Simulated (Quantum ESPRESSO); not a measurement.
# In3As under changes of volume

One of the cells (25.489 Å³/atom); the others are scaled copies at fixed shape and fractional positions:

```
In As
1.0
     4.67168    0.00000    0.00000
     0.00000    4.67168    0.00000
     0.00000    0.00000    4.67168
In As
3 1
Direct
  0.50000 0.50000 0.00000
  0.50000 0.00000 0.50000
  0.00000 0.50000 0.50000
  0.00000 0.00000 0.00000
```

The cell comes from a database or a generator and needn't be the stable form of this composition.

| Quantity | Value |
| --- | --- |
| Program | Quantum ESPRESSO 7.5 |
| Functional | PBEsol |
| Potentials or basis | GBRV 1.5 PBEsol |
| Cutoff | 762 eV |
| Density cutoff | 6095 eV |
| k mesh | 6 × 6 × 6 |
| Occupations | fermi-dirac, width 0.05 eV |
| Spin | no spin polarisation |

| volume (Å³/atom) | energy over the lowest point (meV/atom) | pressure (GPa) |
| --- | --- | --- |
| 23.960 | 0.00 | 0.2 |
| 24.470 | 0.32 | -0.8 |
| 24.980 | 3.74 | -1.7 |
| 25.489 | 9.97 | -2.5 |
| 25.999 | 18.62 | -3.2 |
| 26.509 | 29.36 | -3.9 |
| 27.019 | ? | ? |

**Question.** What does the run at 27.019 Å³/atom give?

**Answer.** Energy over the lowest point 41.98 meV/atom; pressure -4.4 GPa.

Worked out: A Birch-Murnaghan fit of order 3 (a polynomial in V^(-2/3)) to the other rows has its minimum at 24.17 Å³/atom with B0 = V·E''(V) = 51 GPa and B' = 5.3. It gives 41.96 meV/atom at 27.019 Å³/atom, against the run's 41.98, and -dE/dV = -4.2 GPa, against -4.4.

Energies are extrapolated to zero smearing.
